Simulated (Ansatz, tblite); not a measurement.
**Si20H28 off sphere (InSi₁₉H₂₈−): one state, many levels**

Aim: run the singlet of Si20H28 off sphere (InSi₁₉H₂₈−) at one geometry on many levels, and compare frontier levels, spin and run time.

Computed with Ansatz 0.2.0, Gaussian basis. Level: as each input shows.

Levels to be run: GFN1-xTB, PBE-D4/def2-SVP, r2SCAN-D4/def2-SVP, revPBE-D4/def2-SVP, CAM-B3LYP-D4/def2-SVP, BHLYP-D4/def2-SVP, PBE0-D4/def2-TZVP, PBE-D4/def2-TZVP, MP2/def2-SVP, RPA/def2-SVP.

4 further runs of the same task are left out: 4 set aside as unsound or not needed. Runs told in other sessions of the task aren't counted.

**1. The structure**

The geometry is that of the singlet, from an earlier relaxation (r2SCAN-D4/def2-SVP).

48 atoms, charge -1, spin multiplicity 1.

Bond lengths: Si1–Si12 2.349 Å, Si1–Si13 2.358 Å, Si1–H21 1.506 Å, Si1–H22 1.504 Å, Si2–Si11 2.351 Å, Si2–Si15 2.355 Å, Si2–H23 1.506 Å, Si2–H24 1.501 Å, Si3–Si14 2.349 Å, Si3–Si16 2.357 Å, Si3–H25 1.506 Å, Si3–H26 1.500 Å, Si4–Si12 2.351 Å, Si4–Si17 2.359 Å, Si4–Si18 2.355 Å, Si4–H27 1.508 Å, Si5–Si14 2.354 Å, Si5–Si17 2.359 Å and more. Angles: Si12–Si1–Si13 115.2°, Si12–Si1–H21 114.1°, Si12–Si1–H22 108.1°, Si13–Si1–H21 106.9°, Si13–Si1–H22 106.1°, H21–Si1–H22 105.8°, Si11–Si2–Si15 113.2°, Si11–Si2–H23 113.4°, Si11–Si2–H24 110.0°, Si15–Si2–H23 106.8°, Si15–Si2–H24 107.3°, H23–Si2–H24 105.8°, Si14–Si3–Si16 111.1°, Si14–Si3–H25 112.4°, Si14–Si3–H26 111.6°, Si16–Si3–H25 105.8°, Si16–Si3–H26 109.7°, H25–Si3–H26 106.0° and more.

In takes a core potential in the def2 sets. No spin-orbit coupling is included. The ion is computed in the gas phase, without counter-ions or solvent.

PBE0-D4/def2-SVP was run before; its log isn't repeated, and its numbers join the tables.

**2. GFN1-xTB**

Tight binding, by tblite at 300 K electronic temperature and without a spin-polarisation term:

```python
tblite.interface.Calculator('GFN1-xTB', numbers, positions, charge=-1, uhf=0).singlepoint()
```

Energy -1413.0488 eV, HOMO -8.23 eV, LUMO -5.77 eV; 0.34 s.

**3. PBE-D4/def2-SVP**

start.molden holds the orbitals of an earlier run on this state, given as this run's starting guess.

File in.yaml:

```yaml
crystal:
  periodic: [false, false, false]
  atoms:
    - {symbol: Si, position_ang: [-3.904011, 2.232287, -0.349225]}
    - {symbol: Si, position_ang: [-1.326417, -3.392544, 2.821757]}
    - {symbol: Si, position_ang: [1.839708, -3.460433, -0.460175]}
    - {symbol: Si, position_ang: [-1.116582, 2.126091, -3.030908]}
    - {symbol: Si, position_ang: [1.621145, -0.705318, -2.995289]}
    - {symbol: In, position_ang: [-1.378766, -0.886139, -0.357625]}
    - {symbol: Si, position_ang: [-1.124653, 1.982287, 2.503326]}
    - {symbol: Si, position_ang: [1.560922, -0.684468, 2.427923]}
    - {symbol: Si, position_ang: [1.564514, 2.025426, -0.212210]}
    - {symbol: Si, position_ang: [4.298790, -0.652616, -0.208448]}
    - {symbol: Si, position_ang: [-2.763155, -2.223856, 1.373793]}
    - {symbol: Si, position_ang: [-2.658880, 0.857548, -1.790666]}
    - {symbol: Si, position_ang: [-2.652654, 3.331796, 1.319823]}
    - {symbol: Si, position_ang: [0.321401, -2.241442, -1.774199]}
    - {symbol: Si, position_ang: [0.254744, -2.003384, 3.879119]}
    - {symbol: Si, position_ang: [2.932704, -2.060993, 1.089984]}
    - {symbol: Si, position_ang: [0.230046, 0.672385, -4.311272]}
    - {symbol: Si, position_ang: [0.391096, 3.386198, -1.733156]}
    - {symbol: Si, position_ang: [2.919773, 0.667639, -1.582059]}
    - {symbol: Si, position_ang: [0.174875, 0.648296, 1.081311]}
    - {symbol: H, position_ang: [-4.714958, 3.287023, -1.054571]}
    - {symbol: H, position_ang: [-4.898704, 1.368649, 0.376059]}
    - {symbol: H, position_ang: [-2.051037, -4.135093, 3.913766]}
    - {symbol: H, position_ang: [-0.563377, -4.434784, 2.057123]}
    - {symbol: H, position_ang: [2.931732, -4.093470, -1.281671]}
    - {symbol: H, position_ang: [1.162160, -4.585302, 0.265466]}
    - {symbol: H, position_ang: [-1.775765, 3.081848, -3.992952]}
    - {symbol: H, position_ang: [2.589402, -1.382340, -3.932104]}
    - {symbol: H, position_ang: [-1.942589, 1.093493, 3.396303]}
    - {symbol: H, position_ang: [-0.333284, 2.885260, 3.410382]}
    - {symbol: H, position_ang: [2.503302, 0.112914, 3.293879]}
    - {symbol: H, position_ang: [2.478066, 2.899032, 0.607473]}
    - {symbol: H, position_ang: [5.245073, -1.472565, -1.040335]}
    - {symbol: H, position_ang: [5.140444, 0.231579, 0.667598]}
    - {symbol: H, position_ang: [-3.711976, -3.248645, 0.809249]}
    - {symbol: H, position_ang: [-3.607673, -1.349914, 2.261614]}
    - {symbol: H, position_ang: [-3.640552, 0.328223, -2.805397]}
    - {symbol: H, position_ang: [-3.624869, 3.931629, 2.299934]}
    - {symbol: H, position_ang: [-1.922314, 4.490310, 0.710503]}
    - {symbol: H, position_ang: [-0.237249, -3.199735, -2.795526]}
    - {symbol: H, position_ang: [1.166947, -2.852797, 4.721765]}
    - {symbol: H, position_ang: [-0.467125, -1.095435, 4.833872]}
    - {symbol: H, position_ang: [3.814936, -2.896193, 1.980180]}
    - {symbol: H, position_ang: [-0.637958, -0.191892, -5.183139]}
    - {symbol: H, position_ang: [1.083262, 1.492537, -5.240085]}
    - {symbol: H, position_ang: [1.396807, 4.001109, -2.668738]}
    - {symbol: H, position_ang: [-0.301340, 4.529655, -1.054148]}
    - {symbol: H, position_ang: [3.785440, 1.552448, -2.440102]}
basis:
  gaussian: {orbitals: def2-SVP, fitting: {mean_field: def2-universal-jkfit}, initial_orbitals: start.molden}
total_charge: -1
hamiltonian: {xc: pbe, dispersion: d4}
scf: {omitted_lower_state_checks: [starts]}
output: {forces: true, orbitals: {seedname: orbitals}}
```

Launch:

```console
$ ansatz run in.yaml --threads 2 --pin off --events-out ev --progress --plain --max-ram 22528MiB --backend cuda --devices 0, --max-vram 18GiB
```

Further steps of the session: r2SCAN-D4/def2-SVP; revPBE-D4/def2-SVP; CAM-B3LYP-D4/def2-SVP; BHLYP-D4/def2-SVP; PBE0-D4/def2-TZVP; PBE-D4/def2-TZVP; MP2/def2-SVP; RPA/def2-SVP.

Q: Predict the results of all the runs planned. Wanted: gap in def2-SVP, named functionals, smallest and largest; correlation energy, MP2/def2-SVP; PBE0 total energy, smallest basis above largest.

The runs gave:

| quantity | value |
| --- | --- |
| gap in def2-SVP, named functionals, smallest and largest | 3.66 eV (PBE-D4), 7.37 eV (CAM-B3LYP-D4) |
| correlation energy, MP2/def2-SVP | -53.72 eV |
| PBE0 total energy, smallest basis above largest | 51.26 eV (def2-SVP, def2-TZVP) |

Orbital gaps of the named functionals in def2-SVP span 3.66 eV (PBE-D4) to 7.37 eV (CAM-B3LYP-D4); exact exchange widens it.
